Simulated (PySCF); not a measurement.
# C₂H₆Hg: NMR shieldings, part 2 of 2

PySCF 2.14.0. Atoms count from 0.

## Step 6: NMR shieldings: PBE/pcSseg-1 Hg:us-x2c-TZVPall-2c in dichloromethane, spin–orbit

Job settings and geometry (Å):

```
{"job": {"xc": "PBE", "basis": {"default": "pcSseg-1", "Hg": "us-x2c-TZVPall-2c"}, "rel": "so", "solvent": "dichloromethane", "kind": "hnmr"}, "charge": 0, "multiplicity": 1}
Hg     0.005350     0.010010    -0.000000
C     -0.003670    -0.016060     2.347580
H     -0.439520     0.903020     2.740640
H      1.011940    -0.107860     2.734260
H     -0.589000    -0.859010     2.717380
C      0.004100     0.017180    -2.347650
H     -1.017530     0.018790    -2.729330
H      0.513130    -0.867370    -2.732190
H      0.515200     0.901300    -2.730690
```

Method: PBE/pcSseg-1 Hg:us-x2c-TZVPall-2c GIAO NMR shielding, X2C with spin-orbit coupling, screened-nuclear two-electron part, Gaussian nuclei, IEF-PCM dichloromethane.

Log:

```text
spin-free SCF
coarse grid: 34032 points
cycle   1  E = -19705.3874588340  dE = -8.763e-01  |g| = 1.716e+00  |ddm| = 3.350e+00
cycle   2  E = -19705.0451296259  dE =  3.423e-01  |g| = 1.670e+00  |ddm| = 3.030e+00
cycle   3  E = -19705.4541485538  dE = -4.090e-01  |g| = 8.048e-01  |ddm| = 2.727e+00
cycle   4  E = -19705.5497570029  dE = -9.561e-02  |g| = 6.402e-02  |ddm| = 6.552e-01
cycle   5  E = -19705.5504769732  dE = -7.200e-04  |g| = 4.634e-02  |ddm| = 1.180e-01
cycle   6  E = -19705.5509205713  dE = -4.436e-04  |g| = 3.485e-03  |ddm| = 3.821e-02
cycle   7  E = -19705.5509232716  dE = -2.700e-06  |g| = 6.227e-04  |ddm| = 5.371e-03
final grid: 70064 points
cycle   8  E = -19705.5471158536  dE = -4.666e-05  |g| = 5.683e-03  |ddm| = 2.619e-03
cycle   9  E = -19705.5471155233  dE =  3.303e-07  |g| = 2.136e-03  |ddm| = 2.694e-03
cycle  10  E = -19705.5471150274  dE =  4.959e-07  |g| = 2.849e-03  |ddm| = 3.935e-03
cycle  11  E = -19705.5471159605  dE = -9.331e-07  |g| = 4.991e-04  |ddm| = 2.585e-03
cycle  12  E = -19705.5471160310  dE = -7.052e-08  |g| = 4.899e-05  |ddm| = 5.665e-04
cycle  13  E = -19705.5471160316  dE = -6.075e-10  |g| = 1.475e-05  |ddm| = 5.609e-05
converged SCF energy = -19705.5471160316
two-component SCF
cycle   1  E = -19693.7391016297  dE = -1.969e+04  |FDS-SDF| = 4.524e+02
cycle   2  E = -19726.1693487079  dE = -3.243e+01  |FDS-SDF| = 9.438e-01
cycle   3  E = -19726.1698018422  dE = -4.531e-04  |FDS-SDF| = 1.205e-01
cycle   4  E = -19726.1697075192  dE =  9.432e-05  |FDS-SDF| = 6.206e-02
cycle   5  E = -19726.1698352085  dE = -1.277e-04  |FDS-SDF| = 2.847e-02
cycle   6  E = -19726.1699421721  dE = -1.070e-04  |FDS-SDF| = 2.727e-03
cycle   7  E = -19726.1699438471  dE = -1.675e-06  |FDS-SDF| = 8.532e-04
cycle   8  E = -19726.1699440127  dE = -1.655e-07  |FDS-SDF| = 6.083e-05
cycle   9  E = -19726.1699440131  dE = -4.147e-10  |FDS-SDF| = 3.972e-05
converged, E = -19726.1699440131

Field gradients (au) and densities at the nuclei (bohr^-3)
atom        Vxx        Vyy        Vzz        centre      nuclear mean
  0 Hg     4.2525     4.2532    -8.5057    2281994.597    2120912.090
  1 C     -0.0741    -0.0745     0.1487        114.393        114.393
  2 H     -0.1568    -0.1643     0.3211          0.378          0.378
  3 H     -0.1567    -0.1642     0.3209          0.378          0.378
  4 H     -0.1565    -0.1639     0.3205          0.378          0.378
  5 C     -0.0743    -0.0744     0.1487        114.393        114.393
  6 H     -0.1567    -0.1642     0.3209          0.378          0.378
  7 H     -0.1567    -0.1642     0.3209          0.378          0.378
  8 H     -0.1566    -0.1641     0.3208          0.378          0.378
without picture change
  0 Hg                         -10.8937                   6075814.348

Core orbital energies (eV)
atom   shell        mean    spread
  0 Hg 1s       -82827.121   0.000
  0 Hg 2s       -14676.517   0.000
  0 Hg 3s        -3483.333   0.000
  0 Hg 4s         -765.601   0.000
  0 Hg 5s         -118.003   0.000
  0 Hg 2p1/2    -14079.551   0.000
  0 Hg 2p3/2    -12143.337   0.012
  0 Hg 3p1/2     -3215.192   0.000
  0 Hg 3p3/2     -2785.513   0.053
  0 Hg 4p1/2      -650.656   0.000
  0 Hg 4p3/2      -546.863   0.065
  0 Hg 5p1/2       -80.062   0.000
  0 Hg 5p3/2       -61.916   0.046
  0 Hg 3d3/2     -2342.746   0.048
  0 Hg 3d5/2     -2250.802   0.062
  0 Hg 4d3/2      -359.300   0.062
  0 Hg 4d5/2      -339.817   0.075
  0 Hg 4f5/2       -97.879   0.067
  0 Hg 4f7/2       -93.782   0.075

Shielding tensors (ppm)
atom      isotropic    diamagn.    paramagn.     s11        s22        s33       span
  0 Hg    12050.06     8579.78     3470.27    9978.93    9979.13   16192.11    6213.19
  1 C       140.01      243.95     -103.94     111.48     111.60     196.97      85.49
  2 H        30.54       28.51        2.03      24.96      28.20      38.45      13.49
  3 H        30.54       28.51        2.03      24.96      28.20      38.45      13.49
  4 H        30.54       28.53        2.01      24.96      28.21      38.44      13.47
  5 C       140.02      243.95     -103.93     111.54     111.57     196.96      85.42
  6 H        30.54       28.53        2.02      24.96      28.21      38.45      13.48
  7 H        30.54       28.53        2.01      24.96      28.21      38.45      13.48
  8 H        30.53       28.50        2.04      24.96      28.20      38.45      13.49
```

Wall time 32 s (1 thread of Intel Xeon 6975P-C, shared host); peak memory 1 GiB.

In short:

| quantity | value |
| --- | --- |
| energy from spin-orbit coupling | -20.6228 Eh |

## Step 7: NMR shieldings: PBE/pcSseg-1 Hg:us-x2c-TZVPall-2c in dichloromethane, spin-free

Settings changed since step 6:

```diff
@@ -1,2 +1,2 @@
-{"job": {"xc": "PBE", "basis": {"default": "pcSseg-1", "Hg": "us-x2c-TZVPall-2c"}, "rel": "so", "solvent": "dichloromethane", "kind": "hnmr"}, "charge": 0, "multiplicity": 1}
+{"job": {"xc": "PBE", "basis": {"default": "pcSseg-1", "Hg": "us-x2c-TZVPall-2c"}, "rel": "sf", "solvent": "dichloromethane", "kind": "hnmr"}, "charge": 0, "multiplicity": 1}
 Hg     0.005350     0.010010    -0.000000
```

With the program's defaults for keys left out, this is: PBE/pcSseg-1 Hg:us-x2c-TZVPall-2c GIAO NMR shielding, spin-free X2C, Gaussian nuclei, IEF-PCM dichloromethane.

Log:

```text
spin-free SCF
coarse grid: 34032 points
cycle   1  E = -19705.3874588340  dE = -8.763e-01  |g| = 1.716e+00  |ddm| = 3.350e+00
cycle   2  E = -19705.0451296259  dE =  3.423e-01  |g| = 1.670e+00  |ddm| = 3.030e+00
cycle   3  E = -19705.4541485538  dE = -4.090e-01  |g| = 8.048e-01  |ddm| = 2.727e+00
cycle   4  E = -19705.5497570029  dE = -9.561e-02  |g| = 6.402e-02  |ddm| = 6.552e-01
cycle   5  E = -19705.5504769732  dE = -7.200e-04  |g| = 4.634e-02  |ddm| = 1.180e-01
cycle   6  E = -19705.5509205713  dE = -4.436e-04  |g| = 3.485e-03  |ddm| = 3.821e-02
cycle   7  E = -19705.5509232716  dE = -2.700e-06  |g| = 6.227e-04  |ddm| = 5.371e-03
final grid: 70064 points
cycle   8  E = -19705.5471158536  dE = -4.666e-05  |g| = 5.683e-03  |ddm| = 2.619e-03
cycle   9  E = -19705.5471155233  dE =  3.303e-07  |g| = 2.136e-03  |ddm| = 2.694e-03
cycle  10  E = -19705.5471150274  dE =  4.959e-07  |g| = 2.849e-03  |ddm| = 3.935e-03
cycle  11  E = -19705.5471159605  dE = -9.331e-07  |g| = 4.991e-04  |ddm| = 2.585e-03
cycle  12  E = -19705.5471160310  dE = -7.052e-08  |g| = 4.899e-05  |ddm| = 5.665e-04
cycle  13  E = -19705.5471160316  dE = -6.075e-10  |g| = 1.475e-05  |ddm| = 5.609e-05
converged SCF energy = -19705.5471160316
check of the scalar solution
cycle   1  E = -19705.5471160317  dE = -1.971e+04  |FDS-SDF| = 1.475e-05
cycle   2  E = -19705.5471160315  dE =  1.201e-10  |FDS-SDF| = 3.087e-05
converged, E = -19705.5471160315

Field gradients (au) and densities at the nuclei (bohr^-3)
atom        Vxx        Vyy        Vzz        centre      nuclear mean
  0 Hg     3.8141     3.8148    -7.6289    2266832.046    2106073.610
  1 C     -0.0710    -0.0714     0.1425        114.394        114.393
  2 H     -0.1568    -0.1645     0.3213          0.378          0.378
  3 H     -0.1567    -0.1644     0.3211          0.378          0.378
  4 H     -0.1565    -0.1642     0.3207          0.378          0.378
  5 C     -0.0712    -0.0712     0.1424        114.394        114.393
  6 H     -0.1567    -0.1644     0.3211          0.378          0.378
  7 H     -0.1567    -0.1644     0.3211          0.378          0.378
  8 H     -0.1566    -0.1644     0.3210          0.378          0.378
without picture change
  0 Hg                         -10.9733                   6076936.454

Core orbital energies (eV)
atom   shell        mean    spread
  0 Hg 1s       -82848.956   0.000
  0 Hg 2s       -14681.590   0.000
  0 Hg 3s        -3484.865   0.000
  0 Hg 4s         -766.006   0.000
  0 Hg 5s         -118.030   0.000
  0 Hg 2p       -12721.570   0.017
  0 Hg 3p        -2915.172   0.080
  0 Hg 4p         -578.053   0.101
  0 Hg 5p          -67.267   0.060
  0 Hg 3d        -2288.119   0.068
  0 Hg 4d         -347.694   0.081
  0 Hg 4f          -95.678   0.079

Shielding tensors (ppm)
atom      isotropic    diamagn.    paramagn.     s11        s22        s33       span
  0 Hg     7468.44     9951.94    -2483.50    5918.13    5918.23   10568.95    4650.82
  1 C       165.21      243.36      -78.15     148.00     148.13     199.52      51.53
  2 H        30.62       28.50        2.12      25.03      27.57      39.25      14.21
  3 H        30.61       28.50        2.11      25.03      27.57      39.24      14.21
  4 H        30.61       28.52        2.09      25.03      27.58      39.22      14.19
  5 C       165.22      243.37      -78.15     148.05     148.09     199.52      51.47
  6 H        30.61       28.51        2.10      25.03      27.58      39.23      14.20
  7 H        30.61       28.52        2.10      25.03      27.58      39.23      14.20
  8 H        30.61       28.49        2.13      25.03      27.56      39.24      14.21
```

Run time: 13 s. Hardware: 1 thread of Intel Xeon 6975P-C, shared host; peak memory 0.87 GiB.

## Step 8: Shieldings side by side

| run | Hg0 | C1 | C5 | H8 | H2 | H3 | H6 | time |
| --- | --- | --- | --- | --- | --- | --- | --- | --- |
| step 2, PBE/pcSseg-1 Hg:us-x2c-TZVPall-2c, spin–orbit | 11849.7 | 133.3 | 133.3 | 30.3 | 30.3 | 30.3 | 30.3 | 34 s |
| step 3, PBE/pcSseg-1 Hg:us-x2c-TZVPall-2c, spin-free | 7314.6 | 160.2 | 160.2 | 30.4 | 30.4 | 30.4 | 30.4 | 13 s |
| step 4, PBE/pcSseg-1 Hg:us-x2c-TZVPall-2c in water, spin–orbit | 12083.9 | 141.2 | 141.2 | 30.6 | 30.6 | 30.6 | 30.6 | 35 s |
| step 5, PBE/pcSseg-1 Hg:us-x2c-TZVPall-2c in water, spin-free | 7494.7 | 166.1 | 166.1 | 30.6 | 30.7 | 30.6 | 30.6 | 14 s |
| step 6, PBE/pcSseg-1 Hg:us-x2c-TZVPall-2c in dichloromethane, spin–orbit | 12050.1 | 140.0 | 140.0 | 30.5 | 30.5 | 30.5 | 30.5 | 32 s |
| step 7, PBE/pcSseg-1 Hg:us-x2c-TZVPall-2c in dichloromethane, spin-free | 7468.4 | 165.2 | 165.2 | 30.6 | 30.6 | 30.6 | 30.6 | 13 s |

## Step 9: Results

This closing draws on all 2 parts.

```
                                                                                                  quantity                   value
                   energy from spin-orbit coupling (step 2, PBE/pcSseg-1 Hg:us-x2c-TZVPall-2c, spin–orbit)             -20.6230 Eh
                                        shieldings (step 2, PBE/pcSseg-1 Hg:us-x2c-TZVPall-2c, spin–orbit)  C1 133.3, C5 133.3 ppm
                                         shieldings (step 3, PBE/pcSseg-1 Hg:us-x2c-TZVPall-2c, spin-free)  C1 160.2, C5 160.2 ppm
          energy from spin-orbit coupling (step 4, PBE/pcSseg-1 Hg:us-x2c-TZVPall-2c in water, spin–orbit)             -20.6228 Eh
                               shieldings (step 4, PBE/pcSseg-1 Hg:us-x2c-TZVPall-2c in water, spin–orbit)  C1 141.2, C5 141.2 ppm
                                shieldings (step 5, PBE/pcSseg-1 Hg:us-x2c-TZVPall-2c in water, spin-free)  C1 166.1, C5 166.1 ppm
energy from spin-orbit coupling (step 6, PBE/pcSseg-1 Hg:us-x2c-TZVPall-2c in dichloromethane, spin–orbit)             -20.6228 Eh
                     shieldings (step 6, PBE/pcSseg-1 Hg:us-x2c-TZVPall-2c in dichloromethane, spin–orbit)  C1 140.0, C5 140.0 ppm
                      shieldings (step 7, PBE/pcSseg-1 Hg:us-x2c-TZVPall-2c in dichloromethane, spin-free)  C1 165.2, C5 165.2 ppm
```

A contracted two-component basis is stiff near heavy nuclei, so the absolute shieldings of the heavy atoms from it are rough. In step 2, Hg0 has the widest tensor, 6596 ppm. Hg0 moves most between the runs, by 4769 ppm; the labels say what changes from run to run. The geometry comes from tight binding, which is rough for metal atoms, and these values hang on it.
